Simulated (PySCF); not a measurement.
# CClFTe: NMR shieldings

Wanted: NMR shieldings for CClFTe (`FC(Cl)=[Te]`).

Computed with PySCF 2.14.0 and routines of our own; the level stands in each step. Atoms count from 0.

## Step 1: The starting structure

4 atoms, charge 0, multiplicity 1; geometry from: GFN2-xTB.

## Step 2: NMR shieldings: PBE/pcSseg-1 Te:us-x2c-TZVPall-2c, spin–orbit

What the job is given:

```
{"job": {"kind": "hnmr", "xc": "PBE", "basis": {"default": "pcSseg-1", "Te": "us-x2c-TZVPall-2c"}, "rel": "so"}, "charge": 0, "multiplicity": 1}
F     -0.296730     1.382444    -0.005584
C     -0.035723     0.071843    -0.005283
Cl    -1.468824    -0.825619     0.001240
Te     1.811511    -0.623895    -0.013227
```

Level: PBE/pcSseg-1 Te:us-x2c-TZVPall-2c GIAO NMR shielding, X2C with spin-orbit coupling, screened-nuclear two-electron part, Gaussian nuclei, gas phase.

Started as:

```
$ OMP_NUM_THREADS=1 python heavy_run.py task.json out
```

This one command runs all jobs of the session in turn.

Log:

```text
spin-free SCF
coarse grid: 24824 points
cycle   1  E = -7392.3898800752  dE =  2.463e-01  |g| = 5.801e-01  |ddm| = 1.504e+01
cycle   2  E = -7391.7136571006  dE =  6.762e-01  |g| = 1.699e+00  |ddm| = 1.883e+00
cycle   3  E = -7392.4059847814  dE = -6.923e-01  |g| = 4.495e-01  |ddm| = 1.856e+00
cycle   4  E = -7392.4446573077  dE = -3.867e-02  |g| = 2.087e-01  |ddm| = 6.878e-01
cycle   5  E = -7392.4566352752  dE = -1.198e-02  |g| = 3.847e-02  |ddm| = 2.552e-01
cycle   6  E = -7392.4568704665  dE = -2.352e-04  |g| = 1.109e-02  |ddm| = 4.319e-02
cycle   7  E = -7392.4568960031  dE = -2.554e-05  |g| = 5.998e-03  |ddm| = 2.348e-02
cycle   8  E = -7392.4569069197  dE = -1.092e-05  |g| = 1.320e-03  |ddm| = 8.225e-03
cycle   9  E = -7392.4569072433  dE = -3.236e-07  |g| = 3.679e-04  |ddm| = 1.064e-03
final grid: 48608 points
cycle  10  E = -7392.4543697716  dE = -5.579e-07  |g| = 2.553e-03  |ddm| = 2.590e-03
cycle  11  E = -7392.4543539078  dE =  1.586e-05  |g| = 7.225e-03  |ddm| = 1.053e-02
cycle  12  E = -7392.4543698465  dE = -1.594e-05  |g| = 1.620e-03  |ddm| = 1.021e-02
cycle  13  E = -7392.4543705120  dE = -6.656e-07  |g| = 5.211e-04  |ddm| = 1.424e-03
cycle  14  E = -7392.4543705919  dE = -7.988e-08  |g| = 7.181e-05  |ddm| = 6.967e-04
cycle  15  E = -7392.4543705929  dE = -9.968e-10  |g| = 1.399e-05  |ddm| = 6.345e-05
converged SCF energy = -7392.4543705929
two-component SCF
cycle   1  E = -7391.6247888835  dE = -7.392e+03  |FDS-SDF| = 5.324e+01
cycle   2  E = -7393.5337632599  dE = -1.909e+00  |FDS-SDF| = 8.335e-02
cycle   3  E = -7393.5331931347  dE =  5.701e-04  |FDS-SDF| = 4.446e-02
cycle   4  E = -7393.5277061770  dE =  5.487e-03  |FDS-SDF| = 1.401e-01
cycle   5  E = -7393.5338016317  dE = -6.095e-03  |FDS-SDF| = 5.928e-03
cycle   6  E = -7393.5338045814  dE = -2.950e-06  |FDS-SDF| = 2.112e-03
cycle   7  E = -7393.5338054126  dE = -8.313e-07  |FDS-SDF| = 5.508e-04
cycle   8  E = -7393.5338054486  dE = -3.594e-08  |FDS-SDF| = 1.217e-04
cycle   9  E = -7393.5338054519  dE = -3.343e-09  |FDS-SDF| = 4.686e-05
converged, E = -7393.5338054519

Field gradients (au) and densities at the nuclei (bohr^-3)
atom        Vxx        Vyy        Vzz        centre      nuclear mean
  0 F     -0.9309    -1.8187     2.7497        407.226        407.225
  1 C     -0.0214    -0.2081     0.2295        114.640        114.640
  2 Cl    -1.2338    -2.3612     3.5950       2817.150       2817.098
  3 Te     2.2426     7.2346    -9.4772     208577.858     206805.353
without picture change
  3 Te                         -10.3165                    436917.629

Core orbital energies (eV)
atom   shell        mean    spread
  2 Cl 1s        -2750.256   0.000
  2 Cl 2s         -252.832   0.000
  2 Cl 3s          -21.928   0.000
  2 Cl 2p1/2      -193.010   0.000
  2 Cl 2p3/2      -191.351   0.199
  3 Te 1s       -31563.602   0.000
  3 Te 2s        -4839.996   0.000
  3 Te 3s         -962.873   0.000
  3 Te 4s         -163.487   0.000
  3 Te 2p1/2     -4533.862   0.000
  3 Te 2p3/2     -4261.057   0.035
  3 Te 3p1/2      -837.285   0.000
  3 Te 3p3/2      -786.297   0.087
  3 Te 4p1/2      -120.386   0.000
  3 Te 4p3/2      -110.683   0.204
  3 Te 3d3/2      -564.883   0.080
  3 Te 3d5/2      -554.386   0.105
  3 Te 4d3/2       -41.912   0.259
  3 Te 4d5/2       -40.454   0.338

vertical triplet (scalar unrestricted SCF): 1.802 eV

Shielding tensors (ppm)
atom      isotropic    diamagn.    paramagn.     s11        s22        s33       span
  0 F       -58.15      473.21     -531.37    -392.96     101.98     116.52     509.48
  1 C        14.08      245.75     -231.67    -310.52     134.81     217.95     528.47
  2 Cl      251.02     1120.63     -869.61    -315.29     181.34     887.02    1202.30
  3 Te     1497.48     4974.97    -3477.50    -827.38    1827.03    3492.78    4320.16
```

Run time: 28 s. Hardware: 1 thread of Arm Neoverse V2, shared host; peak memory 0.79 GiB.

In short:

```csv
quantity,value
energy from spin-orbit coupling,-1.0794 Eh
```

Orbitals, density, ELF and potential are computed afterwards from the orbital file.

Frontier orbitals at PBE/us-x2c-TZVPall-2c+pcSseg-1, with the share of their density that lies nearest to each atom:

```csv
orbital,energy (eV),lies on
HOMO,-5.41,Te3 87 %
LUMO,-3.67,C1 43 %; Te3 39 %; Cl2 10 %
```

ELF in a plane through or near 4 of the atoms.

Ten even steps from '0' (0.00) to '9' (0.91):
```
0000000000000000000000000000
0000000000000000000000000000
0000000000000000000000000000
0000000000000111100000000000
0000001110001454320000000000
0001246652004798873100000000
0014789985003864796200000000
0047999997211575983000000000
0058997654455477420011100000
0047873564279443534776410000
0036755757279326878998520000
0024646546257668822799630000
0014663443443247469398520000
0013688777851048842687310000
0002589999841048999863100000
0001368999720026887531000000
0000136787510014554210000000
0000001222100000111000000000
0000000000000000000000000000
0000000000000000000000000000
```
The map spans 8.9 Å across and 7.9 Å up, centred on the molecule. Atoms in the plane (x, y in Å): F0 (0.5, 1.3), C1 (0.0, 0.1), Cl2 (1.4, -1.0), Te3 (-1.9, -0.4).

On the surface of density 0.002 e/bohr³ the electrostatic potential runs, from the 1st to the 99th percentile, from -0.56 to 1.22 V.

## Step 3: NMR shieldings: PBE/pcSseg-1 Te:us-x2c-TZVPall-2c, spin-free

What the job is given:

```
{"job": {"kind": "hnmr", "xc": "PBE", "basis": {"default": "pcSseg-1", "Te": "us-x2c-TZVPall-2c"}, "rel": "sf"}, "charge": 0, "multiplicity": 1}
F     -0.296730     1.382444    -0.005584
C     -0.035723     0.071843    -0.005283
Cl    -1.468824    -0.825619     0.001240
Te     1.811511    -0.623895    -0.013227
```

With the program's defaults for keys left out, this is: PBE/pcSseg-1 Te:us-x2c-TZVPall-2c GIAO NMR shielding, spin-free X2C, Gaussian nuclei, gas phase.

Log:

```text
spin-free SCF
coarse grid: 24824 points
cycle   1  E = -7392.3898800752  dE =  2.463e-01  |g| = 5.801e-01  |ddm| = 1.504e+01
cycle   2  E = -7391.7136571006  dE =  6.762e-01  |g| = 1.699e+00  |ddm| = 1.883e+00
cycle   3  E = -7392.4059847814  dE = -6.923e-01  |g| = 4.495e-01  |ddm| = 1.856e+00
cycle   4  E = -7392.4446573077  dE = -3.867e-02  |g| = 2.087e-01  |ddm| = 6.878e-01
cycle   5  E = -7392.4566352752  dE = -1.198e-02  |g| = 3.847e-02  |ddm| = 2.552e-01
cycle   6  E = -7392.4568704665  dE = -2.352e-04  |g| = 1.109e-02  |ddm| = 4.319e-02
cycle   7  E = -7392.4568960031  dE = -2.554e-05  |g| = 5.998e-03  |ddm| = 2.348e-02
cycle   8  E = -7392.4569069197  dE = -1.092e-05  |g| = 1.320e-03  |ddm| = 8.225e-03
cycle   9  E = -7392.4569072433  dE = -3.236e-07  |g| = 3.679e-04  |ddm| = 1.064e-03
final grid: 48608 points
cycle  10  E = -7392.4543697716  dE = -5.579e-07  |g| = 2.553e-03  |ddm| = 2.590e-03
cycle  11  E = -7392.4543539078  dE =  1.586e-05  |g| = 7.225e-03  |ddm| = 1.053e-02
cycle  12  E = -7392.4543698465  dE = -1.594e-05  |g| = 1.620e-03  |ddm| = 1.021e-02
cycle  13  E = -7392.4543705120  dE = -6.656e-07  |g| = 5.211e-04  |ddm| = 1.424e-03
cycle  14  E = -7392.4543705919  dE = -7.988e-08  |g| = 7.181e-05  |ddm| = 6.967e-04
cycle  15  E = -7392.4543705929  dE = -9.968e-10  |g| = 1.399e-05  |ddm| = 6.345e-05
converged SCF energy = -7392.4543705929
check of the scalar solution
cycle   1  E = -7392.4543705929  dE = -7.392e+03  |FDS-SDF| = 5.920e+00
cycle   2  E = -7392.4560067467  dE = -1.636e-03  |FDS-SDF| = 3.543e-03
cycle   3  E = -7392.4560067447  dE =  2.005e-09  |FDS-SDF| = 1.859e-04
cycle   4  E = -7392.4560067030  dE =  4.163e-08  |FDS-SDF| = 4.084e-04
cycle   5  E = -7392.4560067354  dE = -3.233e-08  |FDS-SDF| = 2.185e-04
cycle   6  E = -7392.4560067477  dE = -1.236e-08  |FDS-SDF| = 5.090e-05
converged, E = -7392.4560067477

Field gradients (au) and densities at the nuclei (bohr^-3)
atom        Vxx        Vyy        Vzz        centre      nuclear mean
  0 F     -0.9204    -1.8282     2.7487        407.230        407.229
  1 C     -0.0089    -0.2151     0.2240        114.639        114.639
  2 Cl    -1.2243    -2.3756     3.5999       2817.169       2817.117
  3 Te     2.3971     7.2637    -9.6608     208435.569     206663.066
without picture change
  3 Te                         -10.5220                    436935.053

Core orbital energies (eV)
atom   shell        mean    spread
  2 Cl 1s        -2750.281   0.000
  2 Cl 2s         -252.858   0.000
  2 Cl 3s          -21.952   0.000
  2 Cl 2p         -191.929   0.342
  3 Te 1s       -31565.536   0.000
  3 Te 2s        -4840.370   0.000
  3 Te 3s         -962.969   0.000
  3 Te 4s         -163.518   0.000
  3 Te 2p        -4348.463   0.058
  3 Te 3p         -802.683   0.147
  3 Te 4p         -113.807   0.341
  3 Te 3d         -558.633   0.118
  3 Te 4d          -41.055   0.398

Shielding tensors (ppm)
atom      isotropic    diamagn.    paramagn.     s11        s22        s33       span
  0 F       -41.76      473.11     -514.87    -348.04      88.88     133.89     481.92
  1 C       -47.55      245.64     -293.20    -275.78       6.21     126.91     402.68
  2 Cl      281.75     1138.17     -856.42    -246.28     204.79     886.73    1133.01
  3 Te      203.72     5416.53    -5212.81   -1932.93     992.10    1551.98    3484.91
```

It took 7.8 s on 1 thread of Arm Neoverse V2, shared host; peak memory 0.7 GiB.

## Step 4: Shieldings side by side

```csv
run,Te3,C1,Cl2,F0,time
"step 2, PBE/pcSseg-1 Te:us-x2c-TZVPall-2c, spin–orbit",1497.5,14.1,251.0,-58.2,28 s
"step 3, PBE/pcSseg-1 Te:us-x2c-TZVPall-2c, spin-free",203.7,-47.6,281.8,-41.8,7.8 s
```

## Step 5: Summary of results

```
                                                                               quantity                                         value
energy from spin-orbit coupling (step 2, PBE/pcSseg-1 Te:us-x2c-TZVPall-2c, spin–orbit)                                    -1.0794 Eh
                     shieldings (step 2, PBE/pcSseg-1 Te:us-x2c-TZVPall-2c, spin–orbit)  F0 -58.2, C1 14.1, Cl2 251.0, Te3 1497.5 ppm
                                                  surface potential, 1st and 99th percentile                            -0.56 V and 1.22 V
                      shieldings (step 3, PBE/pcSseg-1 Te:us-x2c-TZVPall-2c, spin-free)  F0 -41.8, C1 -47.6, Cl2 281.8, Te3 203.7 ppm
```

A contracted two-component basis is stiff near heavy nuclei, so the absolute shieldings of the heavy atoms from it are rough. In step 2, Te3 has the widest tensor, 4320 ppm. By nearest atom (PBE/us-x2c-TZVPall-2c+pcSseg-1), the HOMO sits on Te3 87 % and the LUMO on C1 43 %; Te3 39 %. Te3 moves most between the runs, by 1294 ppm; the labels say what changes from run to run.
